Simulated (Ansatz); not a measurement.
# WH4 (singlet): the correlation ladder, def2-TZVPP

One table from this session's results is given with a row withheld; the runs are named, their logs left out.

The runs use Ansatz 0.2.0, Gaussian basis; def2-TZVPP, core rule «outside noble gas», up to 4 orbitals frozen.

Plan: UHF; CCSD(T) on RHF; CCSD(T) on UHF; CCSDT(Q) on RHF; CCSDT(Q) on UHF; CASSCF and NEVPT2, 10 electrons in 10 orbitals.

5 further runs of the same task are left out: 1 for a known fault of the program, 4 set aside as unsound or not needed.

## What is computed

The geometry is a PBE0/def2-TZVP stationary point (not a proven minimum). No spin-orbit coupling is included. Elements past krypton take def2 core potentials.

5 atoms, charge 0, spin multiplicity 1.

Atoms are counted from 1 here; the program's logs count them from 0.

Bond lengths: W1–H2 1.702 Å, W1–H3 1.702 Å, W1–H4 1.702 Å, W1–H5 1.702 Å. Angles: H2–W1–H3 112.5°, H2–W1–H4 112.5°, H2–W1–H5 103.5°, H3–W1–H4 103.5°, H3–W1–H5 112.5°, H4–W1–H5 112.5°.

Coordinates:

```mol
H4W
  3D, bonds by distance, orders not assigned

  5  4  0  0  0  0  0  0  0  0999 V2000
    0.0000    0.0000    0.0000 W   0  0
    1.0525    0.9464    0.9454 H   0  0
   -1.0557   -0.9429    0.9453 H   0  0
   -1.0513    0.9443   -0.9488 H   0  0
    1.0545   -0.9477   -0.9419 H   0  0
  1  2  8  0
  1  3  8  0
  1  4  8  0
  1  5  8  0
M  END
```

Set-up of the first run:

in.yaml reads:

```yaml
crystal:
  periodic: [false, false, false]
  atoms:
    - {symbol: W, position_ang: [0.000000, 0.000000, 0.000000]}
    - {symbol: H, position_ang: [1.052537, 0.946373, 0.945380]}
    - {symbol: H, position_ang: [-1.055695, -0.942936, 0.945293]}
    - {symbol: H, position_ang: [-1.051305, 0.944302, -0.948815]}
    - {symbol: H, position_ang: [1.054463, -0.947739, -0.941858]}
basis:
  gaussian: {orbitals: def2-TZVPP}
magnetization: {spin_polarized: true, initial_magnetization: 0}
hamiltonian: {xc: hf}
output: {orbitals: {seedname: orbitals}}
```

Started as:

```sh
$ ansatz run in.yaml --threads 1 --pin off --events-out ev --progress --plain --max-ram 2560MiB --backend cpu
```

Steps of the session up to this table: UHF; CCSD(T) on RHF; CCSD(T) on UHF; CCSDT(Q) on RHF; CCSDT(Q) on UHF; CASSCF and NEVPT2, 10 electrons in 10 orbitals.

One of the session's tables, all rows but one given; the rest of the session is left out.

| method | from RCCSDT(Q) (kJ/mol) |
| --- | --- |
| RHF | +714.7 |
| UHF | +598.1 |
| RMP2 | +140.2 |
| UMP2 | +50.9 |
| RCCSD | +56.9 |
| UCCSD | -34.6 |
| RCCSD(T) | +23.8 |
| UCCSD(T) | ? |
| RCCSDT | +7.0 |
| UCCSDT | -79.6 |
| RCCSDT(Q) | 0 |
| UCCSDT(Q) | -83.1 |
| CASSCF valence | +469.8 |
| NEVPT2 valence | +108.0 |

**Question.** Estimate the row for UCCSD(T).

As computed: from RCCSDT(Q) (kJ/mol): -65.4. In the column «from RCCSDT(Q) (kJ/mol)» it lies between UCCSDT (-79.6) and UCCSD (-34.6).

The program flags UCCSD(T), RCCSDT(Q), UCCSDT(Q) as in doubt (see the logs), so the zero of the table is itself unsure.

Limits of these values: The determinant is far from a pure spin state, so its energy mixes those of several spin states (harmless only where they are near-degenerate, as at dissociation). The report flags that the cluster equations may have other roots. The program flags UCCSD(T), RCCSDT(Q), UCCSDT(Q) as in doubt, so the zero of the table is itself unsure. Warnings: restricted reference is unstable; spin contamination; large T1 diagnostic. Restricted and unrestricted rows rest on different reference determinants; where their highest levels disagree by more than a few hundredths of an eV, they describe different states and don't form one ladder.
